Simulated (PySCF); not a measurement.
# The bond of LiBe+, level by level

Aim: find the lowest electronic state of LiBe+, scan its bond at several levels of theory, and get bond length, wavenumber and dissociation energy from each curve.

Program: PySCF 2.14.0. Level of theory: Li def2-SVPD, Be def2-SVPD, no relativity. These are calculated values, not measurements.

### Step 1. The job

Settings of the job:

```
atoms                         : Li, Be
charge                        : 1
basis                         : Li def2-SVPD, Be def2-SVPD
Hamiltonian                   : no relativity
basis functions               : 24
electrons treated             : 6
masses in u                   : 7.0160, 9.0122
levels                        : PBE0, PBE, r²SCAN, revPBE, LDA, M06-2X, HF, MP2, SCS-MP2, CCSD, CCSD(T)
grid                          : 80 radial by 434 angular points
occupations                   : held fixed by the projection of orbital angular momentum
dissociation limit            : Li+ + Be, each in its ground configuration
starting distance in angstrom : 2.345
values of 2S to try           : 0, 2
```

After this run come: PBE0 along the bond; Higher solutions at PBE0; PBE; r²SCAN; revPBE; LDA (local density); M06-2X; RHF; MP2 and coupled cluster.

Before running it: what results should come out? Wanted: for each run, Re; ωe; De; μ.

The runs gave:

Lowest PBE0 solution found, without spin–orbit coupling: ¹Σ⁺ (singlet), closed shell. State 2 has its PBE0 minimum 2.02 eV higher. The other levels ran on the lowest alone.

```tsv
level	Re (Å)	ωe (cm⁻¹)	De (eV)	μ (D)
RHF	2.690	306	0.60	-3.29
RHF-MP2	2.706	293.6	0.55	n/a
RHF-SCS-MP2	2.711	290.7	0.54	n/a
RHF-CCSD	2.730	274.5	0.442	n/a
RHF-CCSD(T)	2.729	274.6	0.443	n/a
LDA	2.614	322	0.71	-3.07
PBE	2.626	319	0.69	-3.15
revPBE	2.649	312	0.67	-3.23
r²SCAN	2.670	305	0.61	-3.28
PBE0	2.625	322	0.68	-3.13
M06-2X	2.619	313	0.65	-3.20
```

De is counted to Li+ + Be in their ground configurations. A positive dipole points from Li to Be; in an ion it is taken about the centre of mass and does not tell which atom is negative.

**Reading.** Bond lengths run from 2.614 Å (LDA) to 2.730 Å (RHF-CCSD). Among the levels with a De in the table, it runs from 0.442 eV (RHF-CCSD) to 0.71 eV (LDA).

T1 is 0.023 near the minimum (highest on the curve 0.023), which may point to more than one leading configuration.
